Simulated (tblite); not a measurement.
# C5H8OP2S: the cost of one run

The runs use tblite 0.8.0 and PySCF 2.14.0, with density-fitted response routines of our own; the level of theory stands in each step. All values are computed, except where a source is named. Atoms count from 0, in the outputs and in this text.

### 1 Starting geometry

17 atoms, charge 0, multiplicity 1; geometry from: force field or distance geometry start.

Bonds of the start (Å): C0–P1 1.80, P1–O2 1.52, P1–P3 2.18, P1–C4 1.79, C4–C5 1.34, C5–C6 1.35, C6–C7 1.36, C7–S8 1.85, S8–C4 1.74, C0–H9 1.14, C0–H10 1.12, C0–H11 1.11, P3–H12 1.42, P3–H13 1.44, C5–H14 1.11, C6–H15 1.12, C7–H16 1.08.

### 2 Geometry optimisation with GFN2-xTB

What the job is given:

```
{"job": {"kind": "relax", "xc": "GFN2-xTB", "basis": "xTB"}, "charge": 0, "multiplicity": 1}
C     -2.010700    -1.405500     0.585900
P     -1.216200    -0.092300    -0.345000
O     -1.298600    -0.486500    -1.807700
P     -2.247500     1.819600    -0.184900
C      0.506300     0.133300     0.092700
C      1.473300    -0.779500     0.274900
C      2.708800    -0.331700     0.586900
C      2.893000     1.008400     0.695700
S      1.217000     1.701100     0.322900
H     -3.089500    -1.518200     0.247800
H     -1.498500    -2.369400     0.352100
H     -2.015800    -1.263100     1.683300
H     -1.549300     2.798400    -0.939900
H     -2.505000     2.175800     1.181200
H      1.256200    -1.863900     0.179800
H      3.559500    -1.033200     0.776600
H      3.809900     1.518700     0.937200
```

Started as:

```console
OMP_NUM_THREADS=1 python probes_run.py task.json out
```

One launch serves the whole session: the jobs run in the order shown.

Q: Estimate the wall time and peak memory of this first job on 1 thread of Arm Neoverse N1, shared host.

About 2.5 s, with a peak of 0.18 GiB.
